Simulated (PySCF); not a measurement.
# C₃H₅AlCl₃N: electronic excitations

What electronic excitations should C₃H₅AlCl₃N (`C#[N+][Al@H-]([Cl])[CH2]C(Cl)Cl`) show?

Computed with PySCF 2.14.0, with density-fitted response routines of our own, on a single molecule in the gas phase. Atoms are numbered from 0 throughout.

**1. Starting geometry**

13 atoms, charge 0, multiplicity 1; geometry from: GFN2-xTB.

Bonds of the start (Å): C0–N1 1.14, N1–Al2 2.06, Al2–Cl3 2.05, Al2–C4 2.05, C4–C5 1.51, C5–Cl6 1.77, C5–Cl7 1.78, C0–H8 1.06, Al2–H9 1.54, C4–H10 1.10, C4–H11 1.10, C5–H12 1.09.

**2. Excited states and response: PBE0/def2-SVPD**

What the job is given:

```
{"job": {"kind": "uv", "xc": "PBE0", "basis": "def2-SVPD", "nstates": 8, "ntriplets": 3}, "charge": 0, "multiplicity": 1}
C      2.929633     0.634885    -0.455432
N      1.873295     0.222404    -0.335285
Al     0.365044    -1.048458     0.246553
Cl     0.895566    -2.528021    -1.070002
C     -1.630924    -0.573895     0.274245
C     -1.486370     0.893019    -0.029660
Cl    -0.401147     1.582005     1.187193
Cl    -0.648445     1.027487    -1.592218
H      3.906753     1.024658    -0.573028
H      1.025632    -1.051662     1.641712
H     -2.144520    -0.671912     1.237846
H     -2.300321    -1.019888    -0.473841
H     -2.388584     1.509864    -0.075811
```

Level: TDDFT PBE0/def2-SVPD, vertical, gas phase, core orbitals frozen in the response.

Command:

```
OMP_NUM_THREADS=1 python probes_run.py task.json out
```

This one command runs all jobs of the session in turn.

What it wrote:

```text
coarse grid: 13920 points
cycle   1  E = -1793.4853511100  dE =  8.759e-01  |g| = 5.496e-01  |ddm| = 5.350e+00
cycle   2  E = -1793.3625448918  dE =  1.228e-01  |g| = 9.470e-01  |ddm| = 1.848e+00
cycle   3  E = -1793.5623675244  dE = -1.998e-01  |g| = 2.105e-01  |ddm| = 1.138e+00
cycle   4  E = -1793.5713542025  dE = -8.987e-03  |g| = 6.185e-02  |ddm| = 2.724e-01
cycle   5  E = -1793.5721428363  dE = -7.886e-04  |g| = 2.046e-02  |ddm| = 9.148e-02
cycle   6  E = -1793.5722455987  dE = -1.028e-04  |g| = 4.425e-03  |ddm| = 3.505e-02
cycle   7  E = -1793.5722507239  dE = -5.125e-06  |g| = 1.278e-03  |ddm| = 9.107e-03
final grid: 118608 points
cycle   8  E = -1793.7624255298  dE = -2.269e-05  |g| = 6.447e-03  |ddm| = 6.427e-02
cycle   9  E = -1793.7624157597  dE =  9.770e-06  |g| = 8.930e-03  |ddm| = 2.078e-02
cycle  10  E = -1793.7624362147  dE = -2.045e-05  |g| = 1.444e-03  |ddm| = 1.280e-02
cycle  11  E = -1793.7624366624  dE = -4.476e-07  |g| = 4.950e-04  |ddm| = 2.214e-03
cycle  12  E = -1793.7624367142  dE = -5.187e-08  |g| = 1.294e-04  |ddm| = 5.820e-04
cycle  13  E = -1793.7624367176  dE = -3.377e-09  |g| = 3.961e-05  |ddm| = 1.757e-04
cycle  14  E = -1793.7624367180  dE = -3.788e-10  |g| = 8.223e-06  |ddm| = 6.763e-05
converged SCF energy = -1793.7624367180

Static polarisability (au): isotropic 106.462, principal 98.025 108.151 113.211

Singlet excitations
state   eV       nm        f      main configurations
  1   4.6583    266.2   0.00523   H->L 0.91, H->L+1 0.08
  2   4.8484    255.7   0.03053   H->L+1 0.90, H->L 0.08
  3   5.7759    214.7   0.00971   H->L+2 0.58, H-1->L 0.36
  4   5.8362    212.4   0.00653   H-1->L 0.58, H->L+2 0.38
  5   5.9061    209.9   0.00345   H-1->L+1 0.93
  6   6.1979    200.0   0.00404   H-3->L 0.89
  7   6.2079    199.7   0.00815   H-2->L 0.85, H-3->L 0.08
  8   6.3102    196.5   0.00031   H-4->L 0.55, H-2->L+1 0.42

Triplet excitations (Tamm-Dancoff, eV): 4.5185 4.6274 5.5872
```

Wall time 48 s (1 thread of Arm Neoverse V2, shared host); peak memory 0.89 GiB.

The orbitals next to the gap, with their largest atomic shares:

```csv
orbital,eV,atoms
HOMO−3,-8.70,"Cl3 40 %, Cl7 23 %, Cl6 21 %"
HOMO−2,-8.67,"Cl3 55 %, Cl6 12 %, C4 10 %"
HOMO−1,-8.27,"Cl3 45 %, C4 13 %, Al2 13 %"
HOMO,-7.16,"H9 25 %, Al2 22 %, C4 22 %"
LUMO,-1.44,"C0 41 %, N1 37 %, H8 12 %"
LUMO+1,-1.33,"C0 42 %, N1 39 %, H8 12 %"
LUMO+2,-0.21,"Cl7 30 %, Cl6 26 %, C5 21 %"
```

With each of the 8 states as a Gaussian band of 0.4 eV half-width at 1/e, the curve within the window shown has maxima at 257 nm (ε 1,400), 209 nm (ε 1,000) L/(mol cm). Beyond the last state computed it falls off for lack of states. The curve at chosen wavelengths:

nm, ε (L/mol/cm) and a bar:
```
      188        201 ###
      193        438 #########
      197        659 #############
      202        897 ###################
      207       1029 ######################
      211       1032 ######################
      216        911 ###################
      221        710 ###############
      225        561 ###########
      230        471 #########
      235        535 ###########
      239        689 ##############
      244        955 ####################
      249       1214 ##########################
      254       1379 #############################
      258       1411 ##############################
      263       1326 ############################
      268       1138 ########################
      272        950 ####################
      277        711 ###############
      282        500 ##########
      286        362 #######
      291        231 ####
      296        141 ##
      300         92 #
      305         53
```

Further results of this job:

```csv
property,computed
dipole moment (D),4.90
polarisability (Å³),15.78
HOMO–LUMO gap (eV),5.72
−ε(HOMO) (eV),7.16
```

**3. Results**

| quantity | value |
| --- | --- |
| lowest singlet (PBE0/def2-SVPD) | 4.66 eV (266 nm), f = 0.005 |
| brightest single state of those computed | state 2, 4.85 eV, f = 0.031 |
| lowest triplet | 4.52 eV |

**Reading.** The lowest singlet, at 4.66 eV, is HOMO→LUMO 0.91, HOMO→LUMO+1 0.08 and is weak; of the 8 states computed, the strongest absorption comes from state 2 at 4.85 eV. The lowest triplet lies 0.14 eV below the lowest singlet (triplets in Tamm-Dancoff, singlets in full TDDFT).
